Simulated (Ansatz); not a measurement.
# W8S15Br (Tungstenite): the cost of one run

Program: Ansatz 0.2.0. Level of theory: DFT, PBE, plane-wave PAW, default files, scalar-relativistic, as far as a step names no other. These are calculated values, not measurements.

The COD entry's cell or inner coordinates are ideal or old and differ from later refinements, so a difference from it is no clean test against experiment.

### Step 1. The structure to begin with

The structure is trigonal, space group P3m1 (No. 156). The conventional cell has a = 6.360 Å, b = 6.360 Å, c = 12.500 Å, α = 90.00°, β = 90.00°, γ = 120.00°. Around W (site symmetry 3m) lie 6 S at 2.41 Å. W (site symmetry m) is surrounded by 6 S at 2.41 Å. W (site symmetry m) has 5 S at 2.41 Å and 1 Br at 2.41 Å as nearest neighbours. Br (site symmetry 3m) is surrounded by 3 W at 2.41 Å. S (site symmetry m) is surrounded by 3 W at 2.41 Å. S (site symmetry 3m) is surrounded by 3 W at 2.41 Å. Only part of the 12 independent sites is listed.

Coordinates:

```cif
data_structure
_symmetry_space_group_name_H-M 'P 1'
_symmetry_Int_Tables_number 1
_cell_length_a 6.3600
_cell_length_b 6.3600
_cell_length_c 12.5000
_cell_angle_alpha 90.000
_cell_angle_beta 90.000
_cell_angle_gamma 120.000
_cell_volume 437.88
loop_
_atom_site_label
_atom_site_type_symbol
_atom_site_fract_x
_atom_site_fract_y
_atom_site_fract_z
_atom_site_occupancy
W1 W 0.16667 0.33333 0.25000 1
W2 W 0.16667 0.83333 0.25000 1
W3 W 0.66667 0.33333 0.25000 1
W4 W 0.66667 0.83333 0.25000 1
W5 W 0.33333 0.16667 0.75000 1
W6 W 0.33333 0.66667 0.75000 1
W7 W 0.83333 0.16667 0.75000 1
W8 W 0.83333 0.66667 0.75000 1
Br1 Br 0.16667 0.33333 0.62500 1
S1 S 0.16667 0.83333 0.62500 1
S2 S 0.66667 0.33333 0.62500 1
S3 S 0.66667 0.83333 0.62500 1
S4 S 0.33333 0.16667 0.12500 1
S5 S 0.33333 0.66667 0.12500 1
S6 S 0.83333 0.16667 0.12500 1
S7 S 0.83333 0.66667 0.12500 1
S8 S 0.16667 0.33333 0.87500 1
S9 S 0.16667 0.83333 0.87500 1
S10 S 0.66667 0.33333 0.87500 1
S11 S 0.66667 0.83333 0.87500 1
S12 S 0.33333 0.16667 0.37500 1
S13 S 0.33333 0.66667 0.37500 1
S14 S 0.83333 0.16667 0.37500 1
S15 S 0.83333 0.66667 0.37500 1
```

Atom 9 of the input is the impurity.

### Step 2. First run, atoms as given

The input, input.yaml:

```yaml
crystal:
  lattice:
    - [6.36, 0.0, 0.0]
    - [-3.18, 5.507921568, 0.0]
    - [0.0, 0.0, 12.5]
  atoms:
    - { symbol: W, position: [0.1666666666, 0.3333333334, 0.25] }
    - { symbol: W, position: [0.1666666666, 0.8333333334, 0.25] }
    - { symbol: W, position: [0.6666666666, 0.3333333334, 0.25] }
    - { symbol: W, position: [0.6666666666, 0.8333333334, 0.25] }
    - { symbol: W, position: [0.3333333334, 0.1666666666, 0.75] }
    - { symbol: W, position: [0.3333333334, 0.6666666666, 0.75] }
    - { symbol: W, position: [0.8333333334, 0.1666666666, 0.75] }
    - { symbol: W, position: [0.8333333334, 0.6666666666, 0.75] }
    - { symbol: Br, position: [0.1666666666, 0.3333333334, 0.625] }
    - { symbol: S, position: [0.1666666666, 0.8333333334, 0.625] }
    - { symbol: S, position: [0.6666666666, 0.3333333334, 0.625] }
    - { symbol: S, position: [0.6666666666, 0.8333333334, 0.625] }
    - { symbol: S, position: [0.3333333334, 0.1666666666, 0.125] }
    - { symbol: S, position: [0.3333333334, 0.6666666666, 0.125] }
    - { symbol: S, position: [0.8333333334, 0.1666666666, 0.125] }
    - { symbol: S, position: [0.8333333334, 0.6666666666, 0.125] }
    - { symbol: S, position: [0.1666666666, 0.3333333334, 0.875] }
    - { symbol: S, position: [0.1666666666, 0.8333333334, 0.875] }
    - { symbol: S, position: [0.6666666666, 0.3333333334, 0.875] }
    - { symbol: S, position: [0.6666666666, 0.8333333334, 0.875] }
    - { symbol: S, position: [0.3333333334, 0.1666666666, 0.375] }
    - { symbol: S, position: [0.3333333334, 0.6666666666, 0.375] }
    - { symbol: S, position: [0.8333333334, 0.1666666666, 0.375] }
    - { symbol: S, position: [0.8333333334, 0.6666666666, 0.375] }
total_charge: 1
kpoints:
  mp_grid: { grid: [4, 4, 2] }
scf:
  occupations: { method: fermi_dirac, width: 0.01 }
hamiltonian:
  xc: pbe
  pseudopotentials: { kind: paw }
output:
  forces: true
  stress: true
  populations: true
  efg:
    quadrupole_moments_barn: { Br: 0.2579, S: -0.0694 }
    contact_densities: true
```

Run with:

```sh
> ansatz run input.yaml --threads 1 --pin off --max-ram 3072MiB --backend cpu --events-out ev --progress --plain --runs-dir out
```

What time and memory should one allow on 1 thread of Intel Xeon Platinum 8488C (Sapphire Rapids), shared host?

About 53 s, with a peak of 0.93 GiB.
